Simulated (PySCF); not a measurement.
**CH10Ge2OSi2: electronic excitations**

What electronic excitations should CH10Ge2OSi2 (`[SiH3][Ge@@H]1[CH2][O][GeH2][SiH2]1`) show?

The runs use PySCF 2.14.0, with density-fitted response routines of our own; the level of theory stands in each step. All values are computed, except where a source is named. Atoms count from 0, in the outputs and in this text.

## (1) The molecule as given

16 atoms, charge 0, multiplicity 1; geometry from: GFN2-xTB.

Bonds of the start (Å): Si0–Ge1 2.36, Ge1–C2 2.03, C2–O3 1.41, O3–Ge4 1.79, Ge4–Si5 2.36, Si5–Ge1 2.36, Si0–H6 1.46, Si0–H7 1.46, Si0–H8 1.46, Ge1–H9 1.53, C2–H10 1.10, C2–H11 1.10, Ge4–H12 1.53, Ge4–H13 1.51, Si5–H14 1.47, Si5–H15 1.46.

## (2) TDDFT and polarisability: CAM-B3LYP/def2-SVPD

Job settings and geometry (Å):

```
{"job": {"kind": "uv", "xc": "CAM-B3LYP", "basis": "def2-SVPD", "nstates": 8, "ntriplets": 3}, "charge": 0, "multiplicity": 1}
Si     2.539697     1.175213    -0.411809
Ge     0.926199    -0.331493     0.426917
C     -0.132673    -1.123584    -1.109898
O     -1.376630    -0.494042    -1.313083
Ge    -2.506726    -0.112431     0.015823
Si    -0.938655     0.322973     1.722059
H      3.287576     1.803772     0.679242
H      1.874676     2.231962    -1.176756
H      3.493817     0.493935    -1.290074
H      1.611240    -1.554939     1.043935
H     -0.272918    -2.200993    -0.951868
H      0.426649    -1.015690    -2.046556
H     -3.417016    -1.341521     0.134237
H     -3.342501     0.893139    -0.744062
H     -0.953623     1.740668     2.096139
H     -1.226713    -0.478026     2.914344
```

Level: TDDFT CAM-B3LYP/def2-SVPD, vertical, gas phase, core orbitals frozen in the response.

Launch:

```sh
OMP_NUM_THREADS=1 python probes_run.py task.json out
```

The driver reads the jobs from task.json and runs them one after another.

Predict these results of the whole session: lowest singlet (CAM-B3LYP/def2-SVPD); brightest single state of those computed; lowest triplet.

**Answer**, as computed:

```
                                quantity                        value
    lowest singlet (CAM-B3LYP/def2-SVPD)  5.25 eV (236 nm), f = 0.020
brightest single state of those computed  state 3, 6.13 eV, f = 0.223
                          lowest triplet                      4.83 eV
```

**Reading.** The first singlet state (HOMO→LUMO 0.91) lies at 5.25 eV and is weak; of the 8 states computed, the strongest absorption comes from state 3 at 6.13 eV. The lowest triplet lies 0.42 eV below the lowest singlet (triplets in Tamm-Dancoff, singlets in full TDDFT).
